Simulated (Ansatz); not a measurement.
# CH₅AlF₂Si: up Jacob's ladder to CCSD(T)

How much do the methods differ for CH₅AlF₂Si? The plan is to run it at one geometry with functionals of several rungs and with coupled cluster. The yardstick is the atomisation energy at the CCSD(T) limit.

Computed with Ansatz 0.2.0, Gaussian basis. Level: functionals in def2-TZVPP, the program's frozen cores in correlated methods.

Plan: PBE-D4, r2SCAN-D4, PBE0-D4, B3LYP-D4, ωB97X-V, ωB97M-V, B2PLYP; CCSD(T)/def2-TZVPP; MP2/def2-QZVPP; extrapolation to the limit.

## 1. The geometry

An earlier PBE0-D4 in a triple-zeta def2 set relaxation fixed the geometry.

SMILES `[F][AlH][CH](F)[SiH3]`, 10 atoms, charge 0, spin multiplicity 1.

Atoms are counted from 1 here; the program's logs count them from 0.

Bond lengths: F1–Al2 1.650 Å, Al2–C3 1.970 Å, Al2–H6 1.572 Å, C3–F4 1.414 Å, C3–Si5 1.890 Å, C3–H7 1.100 Å, Si5–H8 1.487 Å, Si5–H9 1.488 Å, Si5–H10 1.485 Å. Angles: F1–Al2–C3 116.1°, F1–Al2–H6 119.1°, C3–Al2–H6 124.8°, Al2–C3–F4 107.8°, Al2–C3–Si5 115.1°, Al2–C3–H7 109.6°, F4–C3–Si5 109.4°, F4–C3–H7 107.5°, Si5–C3–H7 107.1°, C3–Si5–H8 107.2°, C3–Si5–H9 110.0°, C3–Si5–H10 111.2°, H8–Si5–H9 109.1°, H8–Si5–H10 110.3°, H9–Si5–H10 109.0°.

Geometry (Å):

```mol
CH5AlF2Si
  3D, bonds by distance, orders not assigned

 10  9  0  0  0  0  0  0  0  0999 V2000
   -2.2469    1.1432    1.0480 F   0  0
   -0.6292    1.0277    1.3546 Al  0  0
    0.3066   -0.4878    0.5140 C   0  0
    1.6445   -0.4793    0.9729 F   0  0
    0.2910   -0.4921   -1.3757 Si  0  0
    0.0579    2.1160    2.2579 H   0  0
   -0.1500   -1.4321    0.8441 H   0  0
   -1.1247   -0.6440   -1.8037 H   0  0
    0.8186    0.7998   -1.8915 H   0  0
    1.1154   -1.6024   -1.9178 H   0  0
  1  2  8  0
  2  3  8  0
  3  4  8  0
  3  5  8  0
  2  6  8  0
  3  7  8  0
  5  8  8  0
  5  9  8  0
  5 10  8  0
M  END
```

## 2. PBE-D4 (GGA)

Input file in.yaml:

```yaml
crystal:
  periodic: [false, false, false]
  atoms:
    - {symbol: F, position_ang: [-2.246879, 1.143227, 1.048040]}
    - {symbol: Al, position_ang: [-0.629228, 1.027708, 1.354611]}
    - {symbol: C, position_ang: [0.306587, -0.487836, 0.514033]}
    - {symbol: F, position_ang: [1.644550, -0.479284, 0.972930]}
    - {symbol: Si, position_ang: [0.291025, -0.492085, -1.375665]}
    - {symbol: H, position_ang: [0.057888, 2.115968, 2.257872]}
    - {symbol: H, position_ang: [-0.150046, -1.432118, 0.844120]}
    - {symbol: H, position_ang: [-1.124720, -0.644023, -1.803681]}
    - {symbol: H, position_ang: [0.818598, 0.799784, -1.891452]}
    - {symbol: H, position_ang: [1.115428, -1.602442, -1.917808]}
basis:
  gaussian: {orbitals: def2-TZVPP}
hamiltonian: {xc: pbe, dispersion: d4}
output: {forces: true, orbitals: {seedname: orbitals}}
```

Launch:

```
> ansatz run in.yaml --threads 4 --pin off --events-out ev --progress --plain --max-ram 10444MiB
```

The program printed, shortened:

```text
Functional definition: PBE
  name "PBE"
  cite "Perdew, Burke & Ernzerhof, Phys. Rev. Lett. 77, 3865 (1996) doi:10.1103/PhysRevLett.77.3865"
  parent pbe
[...]
1344 factors; their error is unknown
[...]
mean field -21016.83498780 eV, -772.3544400793 hartree, gradient 2.4e-5 eV, S^2 0.000000; 0 other end points of the search recorded, 0 dependent functions left out
[...]
reference -21016.83503744 eV, -772.3544419036 hartree; 28, 28 occupied and 219, 219 virtual orbitals, 1344 factors
Total energy: -21017.03545020 eV, -772.3618069366 hartree
Atom 0 at    -2.246879     1.143227     1.048040 Å, force    -0.503353     0.048376    -0.088768 eV/Å
Atom 1 at    -0.629228     1.027708     1.354611 Å, force     0.321420     0.004921     0.074930 eV/Å
Atom 2 at     0.306587    -0.487836     0.514033 Å, force    -0.322701     0.029698    -0.116399 eV/Å
Atom 3 at     1.644550    -0.479284     0.972930 Å, force     0.589190     0.013854     0.207718 eV/Å
Atom 4 at     0.291025    -0.492085    -1.375665 Å, force    -0.029297     0.017775    -0.040486 eV/Å
Atom 5 at     0.057888     2.115968     2.257872 Å, force     0.066072     0.091137     0.074751 eV/Å
Atom 6 at    -0.150046    -1.432118     0.844120 Å, force    -0.122275    -0.199296     0.062495 eV/Å
Atom 7 at    -1.124720    -0.644023    -1.803681 Å, force    -0.145185    -0.015617    -0.053909 eV/Å
Atom 8 at     0.818598     0.799784    -1.891452 Å, force     0.054850     0.127570    -0.056492 eV/Å
Atom 9 at     1.115428    -1.602442    -1.917808 Å, force     0.091278    -0.118419    -0.063839 eV/Å
Dipole moment:     0.001653    -0.111400     0.001781 e Å
```

It took 2.4 s on 4 threads of Arm Neoverse V1, shared host; peak memory 0.32 GiB.

With the free atoms at this level, -20982.233 eV in sum, the atomisation energy is 3358.0 kJ/mol. HOMO -6.62 eV, LUMO -2.03 eV.

## 3. r2SCAN-D4 (meta-GGA)

Edit in.yaml of step 2 so:

```diff
@@ -15,3 +15,3 @@
   gaussian: {orbitals: def2-TZVPP}
-hamiltonian: {xc: pbe, dispersion: d4}
+hamiltonian: {xc: r2scan, dispersion: d4}
 output: {forces: true, orbitals: {seedname: orbitals}}
```

Launched as before.

The program printed, shortened:

```text
Functional definition: r2SCAN
  name "r2SCAN"
  cite "Furness, Kaplan, Ning, Perdew & Sun, J. Phys. Chem. Lett. 11, 8208 (2020) doi:10.1021/acs.jpclett.0c02405"
  cite "Furness, Kaplan, Ning, Perdew & Sun, J. Phys. Chem. Lett. 11, 9248 (2020) doi:10.1021/acs.jpclett.0c03077"
  parent r2scan
[...]
1344 factors; their error is unknown
[...]
mean field -21027.10079155 eV, -772.7317014088 hartree, gradient 2.3e-5 eV, S^2 0.000000; 0 other end points of the search recorded, 0 dependent functions left out
[...]
reference -21027.10080659 eV, -772.7317019613 hartree; 28, 28 occupied and 219, 219 virtual orbitals, 1344 factors
Total energy: -21027.14940182 eV, -772.7334878033 hartree
Atom 0 at    -2.246879     1.143227     1.048040 Å, force    -0.031108     0.000355    -0.012737 eV/Å
Atom 1 at    -0.629228     1.027708     1.354611 Å, force     0.029459     0.025348     0.021416 eV/Å
Atom 2 at     0.306587    -0.487836     0.514033 Å, force    -0.395958     0.027286    -0.104284 eV/Å
Atom 3 at     1.644550    -0.479284     0.972930 Å, force     0.400536    -0.002066     0.122139 eV/Å
Atom 4 at     0.291025    -0.492085    -1.375665 Å, force    -0.004505     0.000256    -0.027204 eV/Å
Atom 5 at     0.057888     2.115968     2.257872 Å, force    -0.003510    -0.024372    -0.019638 eV/Å
Atom 6 at    -0.150046    -1.432118     0.844120 Å, force    -0.001737    -0.027536     0.002528 eV/Å
Atom 7 at    -1.124720    -0.644023    -1.803681 Å, force     0.025553     0.004109     0.005271 eV/Å
Atom 8 at     0.818598     0.799784    -1.891452 Å, force    -0.006885    -0.025506     0.009133 eV/Å
Atom 9 at     1.115428    -1.602442    -1.917808 Å, force    -0.011843     0.022126     0.003375 eV/Å
Dipole moment:    -0.012491    -0.110658    -0.001304 e Å
```

Run time: 4.9 s. Hardware: 4 threads of Arm Neoverse V1, shared host; peak memory 0.35 GiB.

Atomisation energy: 3344.3 kJ/mol (free atoms -20992.488 eV, run apart). HOMO -6.89 eV, LUMO -1.70 eV.

## 4. PBE0-D4 (hybrid)

Edit in.yaml of step 3 so:

```diff
@@ -15,3 +15,3 @@
   gaussian: {orbitals: def2-TZVPP}
-hamiltonian: {xc: r2scan, dispersion: d4}
-output: {forces: true, orbitals: {seedname: orbitals}}
+hamiltonian: {xc: pbe0, dispersion: d4}
+output: {orbitals: {seedname: orbitals}}
```

Launched as before.

The program printed:

```text
Functional definition: PBE0
  name "PBE0"
  cite "Adamo & Barone, J. Chem. Phys. 110, 6158 (1999) doi:10.1063/1.478522"
  cite "Perdew, Burke & Ernzerhof, Phys. Rev. Lett. 77, 3865 (1996) doi:10.1103/PhysRevLett.77.3865"
  parent pbe
  parameter a = 0.25
  parameter kappa = 0.804
  parameter beta = 0.06672455060314922
  exchange = (1 - a)*pbe_x(kappa = kappa, mu = beta*pi^2/3) + a*exact_x
  correlation = pbe_c(beta = beta)
1378 factors; their error is unknown
mean field evaluation 1: about -21013.7389 eV, gradient 5.1e1 eV
mean field evaluation 2: about -21009.3308 eV, gradient 7.4e1 eV
mean field evaluation 4: about -21018.3383 eV, gradient 3.5e0 eV
mean field evaluation 8: about -21018.3633 eV, gradient 6.6e-2 eV
mean field -21018.40626254 eV, -772.4121833609 hartree, gradient 7.3e-5 eV, S^2 0.000000; 0 other end points of the search recorded, 0 dependent functions left out
reference -21018.40629932 eV, -772.4121847124 hartree; 28, 28 occupied and 219, 219 virtual orbitals, 1378 factors
Total energy: -21018.57662402 eV, -772.4184440297 hartree
```

Wall time 2.9 s (4 threads of Arm Neoverse V1, shared host); peak memory 0.61 GiB.

Atomisation energy: 3300.5 kJ/mol (free atoms -20984.370 eV, run apart). HOMO -7.99 eV, LUMO -1.26 eV.

## 5. B3LYP-D4 (hybrid)

B3LYP here takes the VWN-RPA correlation.

Edit in.yaml of step 4 so:

```diff
@@ -15,3 +15,3 @@
   gaussian: {orbitals: def2-TZVPP}
-hamiltonian: {xc: pbe0, dispersion: d4}
-output: {orbitals: {seedname: orbitals}}
+hamiltonian: {xc: {name: B3LYP}, dispersion: d4}
+output: {forces: true, orbitals: {seedname: orbitals}}
```

The command is unchanged.

The program printed, shortened:

```text
Functional definition: B3LYP
  name "B3LYP"
  cite "Stephens, Devlin, Chabalowski & Frisch, J. Phys. Chem. 98, 11623 (1994) doi:10.1021/j100096a001"
  cite "Becke, Phys. Rev. A 38, 3098 (1988) doi:10.1103/PhysRevA.38.3098"
  cite "Lee, Yang & Parr, Phys. Rev. B 37, 785 (1988) doi:10.1103/PhysRevB.37.785"
  cite "Vosko, Wilk & Nusair, Can. J. Phys. 58, 1200 (1980) doi:10.1139/p80-159"
[...]
1371 factors; their error is unknown
[...]
mean field -21032.91099834 eV, -772.9452225699 hartree, gradient 3.0e-5 eV, S^2 0.000000; 0 other end points of the search recorded, 0 dependent functions left out
[...]
reference -21032.91129328 eV, -772.9452334088 hartree; 28, 28 occupied and 219, 219 virtual orbitals, 1371 factors
Total energy: -21033.23581410 eV, -772.9571593291 hartree
Atom 0 at    -2.246879     1.143227     1.048040 Å, force    -0.130419     0.010626    -0.030428 eV/Å
Atom 1 at    -0.629228     1.027708     1.354611 Å, force     0.152628     0.100060     0.143349 eV/Å
Atom 2 at     0.306587    -0.487836     0.514033 Å, force    -0.445061    -0.076406    -0.090975 eV/Å
Atom 3 at     1.644550    -0.479284     0.972930 Å, force     0.414715    -0.003288     0.143618 eV/Å
Atom 4 at     0.291025    -0.492085    -1.375665 Å, force     0.004238    -0.023687    -0.184747 eV/Å
Atom 5 at     0.057888     2.115968     2.257872 Å, force    -0.044071    -0.067780    -0.059680 eV/Å
Atom 6 at    -0.150046    -1.432118     0.844120 Å, force     0.039843     0.058622    -0.007861 eV/Å
Atom 7 at    -1.124720    -0.644023    -1.803681 Å, force     0.093643     0.009963     0.022184 eV/Å
Atom 8 at     0.818598     0.799784    -1.891452 Å, force    -0.034213    -0.080131     0.034321 eV/Å
Atom 9 at     1.115428    -1.602442    -1.917808 Å, force    -0.051304     0.072020     0.030219 eV/Å
Dipole moment:    -0.015166    -0.106611    -0.008140 e Å
```

Run time: 4.8 s. Hardware: 4 threads of Arm Neoverse V1, shared host; peak memory 0.69 GiB.

Atomisation energy: 3326.3 kJ/mol (free atoms -20998.761 eV, run apart). HOMO -7.78 eV, LUMO -1.50 eV.

## 6. ωB97X-V (range-separated)

Edit in.yaml of step 5 so:

```diff
@@ -15,3 +15,3 @@
   gaussian: {orbitals: def2-TZVPP}
-hamiltonian: {xc: {name: B3LYP}, dispersion: d4}
-output: {forces: true, orbitals: {seedname: orbitals}}
+hamiltonian: {xc: {name: wB97X-V}}
+output: {orbitals: {seedname: orbitals}}
```

Same command.

The program printed, shortened:

```text
Functional definition: wB97X-V
  name "wB97X-V"
  cite "Mardirossian & Head-Gordon, Phys. Chem. Chem. Phys. 16, 9904 (2014) doi:10.1039/C3CP54374A"
  cite "Becke, J. Chem. Phys. 107, 8554 (1997) doi:10.1063/1.475007"
  cite "Vydrov & Van Voorhis, J. Chem. Phys. 133, 244103 (2010) doi:10.1063/1.3521275"
[...]
      + integral(e_c_pw_opposite_spin*poly(b97_u_opposite, cos0, cos1)) + vv10(b, c)
1366 factors; their error is unknown
313 factors; integrals over basis functions are off by at most 9.3e-6 eV
[...]
mean field -21027.06660069 eV, -772.7304449178 hartree, gradient 2.3e-5 eV, S^2 0.000000; 0 other end points of the search recorded, 0 dependent functions left out
reference -21027.06659826 eV, -772.7304448283 hartree; 28, 28 occupied and 219, 219 virtual orbitals, 1366 factors
Total energy: -21027.06659826 eV, -772.7304448283 hartree
```

It took 8.5 s on 4 threads of Arm Neoverse V1, shared host; peak memory 0.76 GiB.

Atomisation energy: 3357.0 kJ/mol (free atoms -20992.274 eV, run apart). HOMO -10.34 eV, LUMO 0.64 eV.

## 7. ωB97M-V (range-separated)

Edit in.yaml of step 6 so:

```diff
@@ -15,3 +15,3 @@
   gaussian: {orbitals: def2-TZVPP}
-hamiltonian: {xc: {name: wB97X-V}}
-output: {orbitals: {seedname: orbitals}}
+hamiltonian: {xc: {name: wB97M-V}}
+output: {forces: true, orbitals: {seedname: orbitals}}
```

Launched as before.

The program printed, shortened:

```text
Functional definition: wB97M-V
  name "wB97M-V"
  cite "Mardirossian & Head-Gordon, J. Chem. Phys. 144, 214110 (2016) doi:10.1063/1.4952647"
  cite "Becke, J. Chem. Phys. 107, 8554 (1997) doi:10.1063/1.475007"
  cite "Vydrov & Van Voorhis, J. Chem. Phys. 133, 244103 (2010) doi:10.1063/1.3521275"
  # Of w^i u^j: cxij and so on, Table III.
[...]
  gx(w, u) = 1 - cx + cx01*u + cx10*w
  gss(w, u) = css00 + css04*u^4 + css10*w + css20*w^2 + css43*w^4*u^3
  gos(w, u) = cos00 + cos10*w + (cos20 + cos21*u)*w^2 + (cos60 + cos61*u)*w^6
[...]
      + integral(e_c_pw_mod_opposite_spin*gos(b97_w_opposite, b97_u_opposite)) + vv10(b, c)
1350 factors; their error is unknown
313 factors; integrals over basis functions are off by at most 9.3e-6 eV
[...]
Atom 0 at    -2.246879     1.143227     1.048040 Å, force    -0.095477    -0.000688    -0.028319 eV/Å
Atom 1 at    -0.629228     1.027708     1.354611 Å, force     0.218910     0.084981     0.118983 eV/Å
Atom 2 at     0.306587    -0.487836     0.514033 Å, force    -0.379280    -0.037722    -0.115062 eV/Å
Atom 3 at     1.644550    -0.479284     0.972930 Å, force     0.269009     0.014818     0.076754 eV/Å
Atom 4 at     0.291025    -0.492085    -1.375665 Å, force     0.019431    -0.029442    -0.105239 eV/Å
Atom 5 at     0.057888     2.115968     2.257872 Å, force    -0.076080    -0.129555    -0.103932 eV/Å
Atom 6 at    -0.150046    -1.432118     0.844120 Å, force     0.042206     0.079798    -0.028413 eV/Å
Atom 7 at    -1.124720    -0.644023    -1.803681 Å, force     0.158569     0.020991     0.053861 eV/Å
Atom 8 at     0.818598     0.799784    -1.891452 Å, force    -0.060114    -0.137327     0.063601 eV/Å
Atom 9 at     1.115428    -1.602442    -1.917808 Å, force    -0.097173     0.134145     0.067766 eV/Å
Dipole moment:    -0.022391    -0.104972    -0.006211 e Å
```

Wall time 12 s (4 threads of Arm Neoverse V1, shared host); peak memory 0.89 GiB.

Atomisation energy: 3345.4 kJ/mol (free atoms -20993.786 eV, run apart). HOMO -10.20 eV, LUMO 0.33 eV.

## 8. B2PLYP (double hybrid)

Edit in.yaml of step 7 so:

```diff
@@ -15,3 +15,2 @@
   gaussian: {orbitals: def2-TZVPP}
-hamiltonian: {xc: {name: wB97M-V}}
-output: {forces: true, orbitals: {seedname: orbitals}}
+hamiltonian: {xc: {name: B2PLYP}}
```

Launched as before.

The program printed, shortened:

```text
Functional definition: B2PLYP
  name "B2PLYP"
  cite "Grimme, J. Chem. Phys. 124, 034108 (2006) doi:10.1063/1.2148954"
  cite "Becke, Phys. Rev. A 38, 3098 (1988) doi:10.1103/PhysRevA.38.3098"
  cite "Lee, Yang & Parr, Phys. Rev. B 37, 785 (1988) doi:10.1103/PhysRevB.37.785"
[...]
1482 factors; integrals over basis functions are off by at most 9.9e-4 eV
[...]
mean field -21013.49683926 eV, -772.2317653831 hartree, gradient 5.0e-6 eV, S^2 0.000000; 0 other end points of the search recorded, 0 dependent functions left out
13 core orbitals not correlated: weight in the atoms' cores, before any rotation towards them, 1.000 or more for the frozen orbitals, at most 0.000 for the correlated occupied ones
reference -21013.49702417 eV, -772.2317721785 hartree; 15, 15 occupied and 219, 219 virtual orbitals, 1482 factors
second order -28.47586933 eV of doubles, -0.00000000 eV of singles
Total energy: -21021.18550889 eV, -772.5143187805 hartree
```

It took 5.5 s on 4 threads of Arm Neoverse V1, shared host; peak memory 0.63 GiB.

With the free atoms at this level, -20987.021 eV in sum, the atomisation energy is 3296.4 kJ/mol.

## 9. Frontier levels by functional

Dipoles come from the runs that computed forces. Levels, from each run's orbital file:

```csv
functional,HOMO (eV),LUMO (eV),gap (eV),dipole (D)
PBE-D4,-6.62,-2.03,4.59,0.54
r2SCAN-D4,-6.89,-1.70,5.19,0.53
PBE0-D4,-7.99,-1.26,6.73,
B3LYP-D4,-7.78,-1.50,6.29,0.52
ωB97X-V,-10.34,0.64,10.98,
ωB97M-V,-10.20,0.33,10.53,0.52
```

## 10. CCSD(T) in def2-TZVPP

Edit in.yaml of step 8 so:

```diff
@@ -15,2 +15,2 @@
   gaussian: {orbitals: def2-TZVPP}
-hamiltonian: {xc: {name: B2PLYP}}
+correlation: {method: ccsd_t}
```

Same command.

The program printed, shortened:

```text
Functional definition: HF
  name "HF"
  cite "Fock, Z. Phys. 61, 126 (1930) doi:10.1007/BF01340294"
  parent pbe
[...]
1482 factors; integrals over basis functions are off by at most 9.9e-4 eV
[...]
mean field -20971.36946908 eV, -770.6836130838 hartree, gradient 3.4e-6 eV, S^2 0.000000; 0 other end points of the search recorded, 0 dependent functions left out
13 core orbitals not correlated: weight in the atoms' cores, before any rotation towards them, 1.000 or more for the frozen orbitals, at most 0.000 for the correlated occupied ones
reference -20971.36946908 eV, -770.6836130838 hartree; 15, 15 occupied and 219, 219 virtual orbitals, 1482 factors
second order -23.71472311 eV of doubles, -0.00000000 eV of singles
cycle   1  -24.07898918 eV  change   -3.6e-1 eV  update   1.1e-1
[...]
cycle   9  -24.79441615 eV  change   -1.3e-5 eV  update   2.5e-5
perturbative correction -0.78992549 eV, -0.0290292264 hartree
Total energy: -20996.95381072 eV, -771.6238202975 hartree
```

It took 2.2 min on 4 threads of Arm Neoverse V1, shared host; peak memory 5 GiB.

## 11. MP2 in def2-QZVPP

Edit in.yaml of step 10 so:

```diff
@@ -14,3 +14,3 @@
 basis:
-  gaussian: {orbitals: def2-TZVPP}
-correlation: {method: ccsd_t}
+  gaussian: {orbitals: "def2-QZVPP.json"}
+correlation: {method: mp2}
```

Launched as before.

The program printed:

```text
Functional definition: HF
  name "HF"
  cite "Fock, Z. Phys. 61, 126 (1930) doi:10.1007/BF01340294"
  parent pbe
  exchange = exact_x
  correlation = 0
2747 factors; integrals over basis functions are off by at most 8.3e-4 eV
mean field evaluation 1: about -20968.4746 eV, gradient 3.9e1 eV
mean field evaluation 2: about -20968.5907 eV, gradient 3.9e1 eV
mean field evaluation 4: about -20972.0564 eV, gradient 3.5e0 eV
mean field evaluation 8: about -20972.1199 eV, gradient 2.4e-1 eV
mean field -20972.12020250 eV, -770.7112020282 hartree, gradient 6.9e-7 eV, S^2 0.000000; 0 other end points of the search recorded, 0 dependent functions left out
13 core orbitals not correlated: weight in the atoms' cores, before any rotation towards them, 1.000 or more for the frozen orbitals, at most 0.000 for the correlated occupied ones
reference -20972.12020250 eV, -770.7112020282 hartree; 15, 15 occupied and 433, 433 virtual orbitals, 2747 factors
second order -25.77434841 eV of doubles, -0.00000000 eV of singles
Total energy: -20997.89455091 eV, -771.6583918620 hartree
```

Wall time 20 s (4 threads of Arm Neoverse V1, shared host); peak memory 2.6 GiB.

Energy pieces by basis (eV):

```csv
basis,HF,MP2 correlation,CCSD correlation,(T),total
def2-TZVPP,-20971.3695,-23.7147,-24.7944,-0.7899,-20996.9538
def2-QZVPP,-20972.1202,-25.7743,,,-20997.8946 (MP2)
```

The report of the def2-TZVPP run gives T1 = 0.0128.

## 12. Extrapolating to the complete basis

This step is arithmetic on the last runs, with X = 3 and 4: exp(−7.88√X) for Hartree-Fock, X^−2.97 for correlation; only MP2 was run in the larger set, so CCSD(T) minus MP2 is added from the smaller one.

```csv
level,energy at the limit (eV)
HF,-20972.2236
MP2,-20999.5236
CCSD,-21000.6033
CCSD(T),-21001.3932
```

## 13. Atomisation energies

Atomisation energy = energies of 2 F, 1 Al, 1 C, 1 Si, 5 H (separate runs, same level) minus the molecule's; electronic only, no spin-orbit term.

Differences are taken before rounding.

```csv
method,rung,"atoms, summed (eV)",atomisation energy (kJ/mol),from CCSD(T)/CBS (kJ/mol),time
PBE-D4,GGA,-20982.233,3358.0,+9.4,2.4 s
r2SCAN-D4,meta-GGA,-20992.488,3344.3,-4.2,4.9 s
PBE0-D4,hybrid,-20984.370,3300.5,-48.1,2.9 s
B3LYP-D4,hybrid,-20998.761,3326.3,-22.2,4.8 s
ωB97X-V,range-separated,-20992.274,3357.0,+8.5,8.5 s
ωB97M-V,range-separated,-20993.786,3345.4,-3.1,12 s
B2PLYP,double hybrid,-20987.021,3296.4,-52.1,5.5 s
HF/def2-TZVPP,wavefunction,-20945.702,2476.5,-872.0,
MP2/def2-TZVPP,wavefunction,-20960.759,3311.9,-36.6,
CCSD/def2-TZVPP,wavefunction,-20962.881,3211.3,-137.2,
CCSD(T)/def2-TZVPP,wavefunction,-20963.222,3254.6,-93.9,2.2 min
MP2/CBS,wavefunction,-20964.225,3405.8,+57.2,
CCSD(T)/CBS,wavefunction,-20966.688,3348.5,0,2.5 min
```

Among the levels timed on like hardware and quicker than the yardstick, those that no quicker one beats, quickest first: PBE-D4 (2.4 s, +9.4 kJ/mol); r2SCAN-D4 (4.9 s, -4.2 kJ/mol); ωB97M-V (12 s, -3.1 kJ/mol).

B2PLYP carry no dispersion term (for B3LYP, D4 adds 31.3 kJ/mol).

Times are those of the molecule's run; HF, MP2 and CCSD come out of the CCSD(T) runs, and the limit's time is the sum of the runs that it needs.

## 14. Results

| quantity | value |
| --- | --- |
| atomisation energy, CCSD(T)/CBS | 3348.5 kJ/mol |
| functionals within 16.7 kJ/mol (0.5 %) | PBE-D4, r2SCAN-D4, ωB97X-V, ωB97M-V |
| farthest | B2PLYP (-52.1 kJ/mol) |
| mean size of error, hybrid | 35.1 kJ/mol |
| mean size of error, range-separated | 5.8 kJ/mol |
| gap, smallest and largest | 4.59 eV (PBE-D4), 10.98 eV (ωB97X-V) |
| T1 diagnostic | 0.0128 |
| triples share of the correlation energy | 3.1 % |

PBE-D4 misses by +9.4 kJ/mol. Double hybrids carry the basis error of their MP2 part in triple zeta, and no dispersion term here, so their miss is partly the set-up's. The reference freezes the cores and leaves out relativity and excitations past (T), so misses under about 16.7 kJ/mol can't be ranked. Hartree-Fock recovers 74 % of the binding; the rest is correlation. Orbital gaps span 4.6 to 11.0 eV; exact exchange widens them.

ωB97M-V reaches 3.1 kJ/mol from the reference in 12 s, where CCSD(T)/CBS took 2.5 min; the quickest level in the cost chart, PBE-D4, takes 2.4 s and misses by 9.4 kJ/mol.
